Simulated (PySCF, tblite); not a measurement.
# C4H12NSi radical: geometry, infrared bands and EPR parameters

Aim: predict the infrared bands and EPR parameters of C4H12NSi radical (`CN(C)[Si](C)C`).

Programs: tblite 0.8.0 and PySCF 2.14.0, with density-fitted response routines of our own. Each step states its level of theory. These are calculated values for one molecule in the gas phase, unless marked as measured. Atoms count from 0, in the outputs and in this text.

## Step 1: The starting structure

18 atoms, charge 0, multiplicity 2; geometry from: force field or distance geometry start.

Bonds of the start (Å): C0–N1 1.47, N1–C2 1.44, N1–Si3 1.75, Si3–C4 1.83, Si3–C5 1.80, C0–H6 1.11, C0–H7 1.09, C0–H8 1.12, C2–H9 1.11, C2–H10 1.13, C2–H11 1.10, C4–H12 1.11, C4–H13 1.12, C4–H14 1.11, C5–H15 1.11, C5–H16 1.13, C5–H17 1.11.

## Step 2: Geometry optimisation with GFN2-xTB

What the job is given:

```
{"job": {"kind": "relax", "xc": "GFN2-xTB", "basis": "xTB"}, "charge": 0, "multiplicity": 2}
C     -1.525500    -0.056900     1.321600
N     -0.989800     0.484200     0.067900
C     -1.634200    -0.241600    -0.993400
Si     0.744700     0.302500     0.146900
C      1.430300    -1.387100     0.048300
C      1.784700     1.687100    -0.355100
H     -2.367100     0.611100     1.591200
H     -1.918500    -1.050300     1.095400
H     -0.718100    -0.080100     2.092600
H     -1.821000    -1.306700    -0.757600
H     -2.604000     0.313400    -1.177200
H     -1.067000    -0.145500    -1.928100
H      2.403900    -1.428700     0.579200
H      1.514100    -1.684800    -1.026700
H      0.753000    -2.069900     0.604300
H      1.162700     2.603900    -0.436100
H      2.549500     1.913400     0.443800
H      2.293600     1.542200    -1.328800
```

Launch:

```sh
$ OMP_NUM_THREADS=1 python probes_run.py task.json out
```

This one command runs all jobs of the session in turn.

**Question.** This job is followed by: GFN2-xTB harmonic vibrations, gas phase; UKS B3LYP, pcH-1 on C H N Si, non-relativistic, mean-field spin-orbit, GIAO. What will the session give for the following? strongest single infrared mode (GFN2-xTB); zero-point energy (GFN2-xTB); g(iso) (B3LYP); ⟨S²⟩; largest a(iso) (averaged by class); surface potential, 1st and 99th percentile.

**Answer**, as computed:

```
                                 quantity                    value
strongest single infrared mode (GFN2-xTB)    2946 cm⁻¹, 127 km/mol
             zero-point energy (GFN2-xTB)            97.0 kcal/mol
                           g(iso) (B3LYP)                  2.00277
                                     ⟨S²⟩       0.752 (exact 0.75)
       largest a(iso) (averaged by class)  29Si on Si3, -480.7 MHz
    surface potential, 1st and 99th percentile       -0.70 V and 0.64 V
```

The optimisation took 193 steps and gained 1.282 eV; among the close pairs (by a distance rule), Si3–C5 changed most, from 1.803 to 1.909 Å. All 48 modes are real, so the xTB geometry is a minimum. The strongest single mode, at 2946 cm⁻¹, moves mainly H7. Unscaled tight-binding wavenumbers are off by several per cent, some by more. Its intensities can rank the bands wrongly. Si3 carries the largest spin population, 0.76 e. The isotropic g lies 0.5 ppt above the free-electron value.
